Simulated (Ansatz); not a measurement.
ClFH₄OSi₂, SMILES O[SiH](F)[SiH2]Cl, vertical energies of changing the electron count

Program: the Ansatz DFT code, driven from Python.

Notebook, run cell by cell (the value of a cell's last expression is shown):

**Cell 1**
```python
import ansatz as az
```

**Cell 2**
```python
def single_point(molecule, charge=0, unpaired=0):
    calc = (
        molecule.calculation()
        .basis(gaussian='def2-SVP')
        .functional('CAM-B3LYP')
    )
    if charge:
        calc = calc.charge(charge)
    if unpaired:
        calc = calc.spin('collinear', total=unpaired)
    report = calc.run().report
    if report['published_state_doubts']:
        print('  doubts:', report['published_state_doubts'])
    return report['free_energy_ev']
```

**Cell 3**
```python
system = (
    az.Crystal.molecule()
    .atom('O', (1.1829, 1.6387, -0.0648))
    .atom('Si', (0.8752, 0.0758, -0.4292))
    .atom('F', (0.6572, 0.0094, -2.034))
    .atom('Si', (-0.899, -0.7813, 0.6625))
    .atom('Cl', (-2.6562, 0.3034, 0.2441))
    .atom('H', (0.8187, 2.3145, -0.7598))
    .atom('H', (2.129, -0.679, -0.0632))
    .atom('H', (-1.2241, -2.1748, 0.2393))
    .atom('H', (-0.795, -0.7529, 2.188))
)
```

**Cell 4**
```python
# delta-SCF style differences, no relaxation
parent = single_point(system, 0, 0)
cation = single_point(system, 1, 1)
print(f'E(N)   = {parent:.5f} eV')
print(f'E(N-1) = {cation:.5f} eV  (1 unpaired)')
print(f'vertical ionisation energy {cation - parent:.3f} eV')
```
Output:
```text
E(N)   = -33097.10526 eV
E(N-1) = -33086.75864 eV  (1 unpaired)
vertical ionisation energy 10.347 eV
```

At this unrelaxed geometry removing an electron costs 10.35 eV.

These settings explore the input space; basis and method may be short of convergence. The geometry is a force-field or estimated start, not a minimum of this method, and the basis set is short of its limit. All parts are taken at fixed geometry, without zero-point energy. At an unrelaxed start these energies can be a whole eV from those at the minimum, and a small affinity can change sign. The whole script took 18 s on 1 thread of Arm Neoverse V2, on a shared host, peak memory 0.42 GiB.
